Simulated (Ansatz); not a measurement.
# F2HOSSi radical: one species, many methods

Aim: compute F2HOSSi radical with functionals from several rungs and with coupled cluster, and see how far each lands from CCSD(T) at the basis-set limit for the atomisation energy.

Program: Ansatz 0.2.0, Gaussian basis. Level of theory: functionals in def2-TZVPP, the program's frozen cores in correlated methods. These are calculated values, not measurements.

The runs, in order: LDA (SPW92), PBE-D4, revPBE-D4, BLYP-D4, r2SCAN-D4, B97M-V, PBE0-D4, B3LYP-D4, r2SCANh-D4, r2SCAN0-D4, HSE06-D4, BHLYP-D4, CAM-B3LYP-D4, LC-ωPBE, ωB97X-V, ωB97M-V, B2PLYP, PBE-QIDH; CCSD(T)/def2-SVP; CCSD(T)/def2-TZVPP; MP2/def2-QZVPP; extrapolation to the limit; RPA on PBE.

**1. The geometry**

An earlier PBE0-D4 in a triple-zeta def2 set relaxation fixed the geometry.

6 atoms, charge 0, spin multiplicity 2.

Atoms are counted from 1 here; the program's logs count them from 0.

Bond lengths: O1–Si2 1.615 Å, O1–H6 0.959 Å, Si2–F3 1.574 Å, Si2–F4 1.581 Å, Si2–S5 2.104 Å. Angles: Si2–O1–H6 118.4°, O1–Si2–F3 105.4°, O1–Si2–F4 113.1°, O1–Si2–S5 111.6°, F3–Si2–F4 106.7°, F3–Si2–S5 113.5°, F4–Si2–S5 106.7°.

**2. LDA**

This LDA is Slater exchange with PW92 correlation.

Input file in.yaml:

```yaml
crystal:
  periodic: [false, false, false]
  atoms:
    - {symbol: O, position_ang: [-0.656246, 0.076057, 1.125347]}
    - {symbol: Si, position_ang: [0.329441, -0.113839, -0.139954]}
    - {symbol: F, position_ang: [1.778356, -0.197244, 0.468863]}
    - {symbol: F, position_ang: [0.085155, -1.468126, -0.917473]}
    - {symbol: S, position_ang: [0.097609, 1.437354, -1.543072]}
    - {symbol: H, position_ang: [-1.592215, 0.201798, 0.960189]}
basis:
  gaussian: {orbitals: def2-TZVPP}
magnetization: {spin_polarized: true, initial_magnetization: 1}
hamiltonian: {xc: lda}
output: {orbitals: {seedname: orbitals}}
```

Command:

```sh
> ansatz run in.yaml --threads 4 --pin off --events-out ev --progress --plain --max-ram 10444MiB
```

After this run come: PBE-D4 (GGA); revPBE-D4 (GGA); BLYP-D4 (GGA); r2SCAN-D4 (meta-GGA); B97M-V (meta-GGA); PBE0-D4 (hybrid); B3LYP-D4 (hybrid); r2SCANh-D4 (hybrid); r2SCAN0-D4 (hybrid); HSE06-D4 (hybrid); BHLYP-D4 (hybrid); CAM-B3LYP-D4 (range-separated); LC-ωPBE (range-separated); ωB97X-V (range-separated); ωB97M-V (range-separated); B2PLYP (double hybrid); PBE-QIDH (double hybrid); CCSD(T) in def2-SVP; CCSD(T) in def2-TZVPP; MP2 in def2-QZVPP; RPA on PBE orbitals.

Before running them: what should the planned runs give, taken together? Wanted: atomisation energy, CCSD(T)/CBS; farthest beyond LDA; mean size of error, GGA; mean size of error, meta-GGA; mean size of error, hybrid; mean size of error, range-separated; mean size of error, double hybrid; gap, smallest and largest; T1 diagnostic.

**Answer**, as computed:

```
                               quantity                                     value
        atomisation energy, CCSD(T)/CBS                                 25.222 eV
    functionals within 0.126 eV (0.5 %)       r2SCAN-D4, B97M-V, ωB97X-V, ωB97M-V
                    farthest beyond LDA                      BHLYP-D4 (-1.435 eV)
                mean size of error, GGA                                  0.376 eV
           mean size of error, meta-GGA                                  0.027 eV
             mean size of error, hybrid                                  0.647 eV
    mean size of error, range-separated                                  0.143 eV
      mean size of error, double hybrid                                  0.506 eV
              gap, smallest and largest  0.10 eV (LDA (SPW92)), 8.42 eV (LC-ωPBE)
                          T1 diagnostic                                    0.0131
triples share of the correlation energy                                     3.2 %
```

In words: The LDA atomisation energy is off by 3.916 eV (16 %): it overbinds. PBE-D4 misses by +0.253 eV. Double hybrids carry the basis error of their MP2 part in triple zeta, and no dispersion term here, so their miss is partly the set-up's. By mean error the best rung here is meta-GGA (0.027 eV) and the worst beyond LDA is hybrid (0.647 eV). The mean of the hybrids holds BHLYP, with half exact exchange. Misses under about 0.126 eV are within the doubt on the reference itself, which lacks core-valence correlation, relativity and higher excitations. Hartree-Fock recovers 71 % of the binding; the rest is correlation. CCSD(T) in def2-SVP is off by -2.791 eV, so the small basis spoils what the method gains. The gap grows from 0.1 to 8.4 eV across the functionals, mostly with the share of exact exchange.
